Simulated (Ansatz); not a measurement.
# ClH₅OSiSn: small, medium and large basis sets

The task here is to estimate one member of a computed series from the others.

Method: one geometry, several basis sets; program: Ansatz 0.2.0, Gaussian basis.

The runs, in order: PBE0-D4/def2-SVP; ωB97M-V/def2-SVP; PBE0-D4/def2-QZVPP; ωB97M-V/def2-QZVPP; the functionals' def2-TZVPP values are taken from earlier runs.

**Structure used throughout**

The geometry comes from an earlier relaxation with PBE0-D4 in a triple-zeta def2 set; it is a stationary point, not always the lowest conformer. Sn takes the def2 core potential; no spin-orbit term is included.

SMILES `[SiH3][O][SnH2][Cl]`, 9 atoms, charge 0, spin multiplicity 1.

Atoms are counted from 1 here; the program's logs count them from 0.

Bond lengths: Si1–O2 1.637 Å, Si1–H5 1.488 Å, Si1–H6 1.485 Å, Si1–H7 1.489 Å, O2–Sn3 1.943 Å, Sn3–Cl4 2.324 Å, Sn3–H8 1.695 Å, Sn3–H9 1.696 Å. Angles: O2–Si1–H5 111.3°, O2–Si1–H6 107.7°, O2–Si1–H7 111.2°, H5–Si1–H6 109.2°, H5–Si1–H7 108.4°, H6–Si1–H7 109.1°, Si1–O2–Sn3 136.7°, O2–Sn3–Cl4 105.7°, O2–Sn3–H8 106.9°, O2–Sn3–H9 107.9°, Cl4–Sn3–H8 108.5°, Cl4–Sn3–H9 108.1°, H8–Sn3–H9 119.0°.

Set-up of the first run:

Input file in.yaml:

```yaml
crystal:
  periodic: [false, false, false]
  atoms:
    - {symbol: Si, position_ang: [-0.219682, 1.578693, -0.338424]}
    - {symbol: O, position_ang: [-0.352284, 0.284665, 0.654883]}
    - {symbol: Sn, position_ang: [0.156700, -1.590339, 0.610454]}
    - {symbol: Cl, position_ang: [0.738050, -2.030968, -1.595622]}
    - {symbol: H, position_ang: [-1.069563, 1.419116, -1.549077]}
    - {symbol: H, position_ang: [-0.667886, 2.776519, 0.417228]}
    - {symbol: H, position_ang: [1.189289, 1.778680, -0.776997]}
    - {symbol: H, position_ang: [-1.230010, -2.487109, 0.991344]}
    - {symbol: H, position_ang: [1.543786, -1.775456, 1.569011]}
basis:
  gaussian: {orbitals: def2-SVP}
hamiltonian: {xc: pbe0, dispersion: d4}
output: {orbitals: {seedname: orbitals}}
```

Run with:

```console
$ ansatz run in.yaml --threads 4 --pin off --events-out ev --progress --plain --max-ram 10444MiB
```

Steps of the session up to this table: PBE0-D4 in def2-SVP; ωB97M-V in def2-SVP; PBE0-D4 in def2-QZVPP; ωB97M-V in def2-QZVPP.

One of the session's tables, all rows but one given; the rest of the session is left out.

It belongs to the step «Functionals by basis». 

| functional | basis | HOMO (eV) |
| --- | --- | --- |
| PBE0-D4 | def2-SVP | -8.38 |
| PBE0-D4 | def2-TZVPP | -8.49 |
| PBE0-D4 | def2-QZVPP | ? |
| ωB97M-V | def2-SVP | -10.60 |
| ωB97M-V | def2-TZVPP | -10.77 |
| ωB97M-V | def2-QZVPP | -10.79 |

Q: Estimate the row for PBE0-D4, def2-QZVPP from the others.

As computed: HOMO (eV): -8.51. In the column «HOMO (eV)» it lies between ωB97M-V, def2-SVP (-10.60) and PBE0-D4, def2-TZVPP (-8.49).
